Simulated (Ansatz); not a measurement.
# Pt: the order of phases, scalar-relativistic

Aim: relax Pt in several structures (fcc, bcc, hcp) and rank them by energy, scalar-relativistic. The runs shown use PAW and LAPW.

Computed with Ansatz 0.2.0 (DFT LDA, with the methods named in each step, unless a step's input says otherwise).

**1. The starting structure**

It takes space group Fm-3m (No. 225, cubic). Conventional cell: a = 3.895 Å, b = 3.895 Å, c = 3.895 Å, α = 90.00°, β = 90.00°, γ = 90.00°. Pt (site symmetry m-3m) is surrounded by 12 Pt at 2.75 Å.

Structure file:

```xyz
1
Lattice="0.0000 1.9474 1.9474 1.9474 0.0000 1.9474 1.9474 1.9474 0.0000" Properties=species:S:1:pos:R:3 pbc="T T T"
Pt    0.0000    0.0000    0.0000
```

**2. Fcc relaxed, PAW**

Input file input.yaml:

```yaml
crystal:
  lattice:
    - [0.0, 1.9474215318, 1.9474215318]
    - [1.9474215318, 0.0, 1.9474215318]
    - [1.9474215318, 1.9474215318, 0.0]
  atoms:
    - { symbol: Pt, position: [0.0, 0.0, 0.0] }
kpoints:
  mp_grid: { grid: [18, 18, 18] }
scf:
  occupations: { method: fermi_dirac, width: 0.05 }
hamiltonian:
  xc: lda
  pseudopotentials: { kind: paw }
output:
  forces: true
  stress: true
relax:
  f_tol: 0.005
  max_steps: 40
  cell: {}
```

Run with:

```sh
$ ansatz run input.yaml --threads 1 --pin off --max-ram 3072MiB --backend cpu --events-out ev --progress --plain --runs-dir out
```

After this run come: Fcc relaxed, LAPW; Bcc relaxed, PAW; Bcc relaxed, LAPW; Hcp relaxed, PAW; Hcp relaxed, LAPW.

**Question.** What will these runs give? Wanted: lowest (for each run or level that gives them).

The runs gave:

| quantity | value |
| --- | --- |
| lowest (LAPW) | fcc, 60.6 meV/atom under hcp |
| lowest (PAW) | fcc, 60.7 meV/atom under hcp |

**Reading.** By LAPW the order is fcc < hcp < bcc. By PAW the order is fcc < hcp < bcc. The methods agree on the lowest phase. Only these structures were tried, with electrons smeared by 0.05 eV and without vibrations, so the true ground state may be another. The k meshes differ between phases and weren't tested, which can move differences by some meV. Spin-orbit coupling is left out, though the cell holds Pt; in elements this heavy it can shift bands and gaps by tenths of an eV.
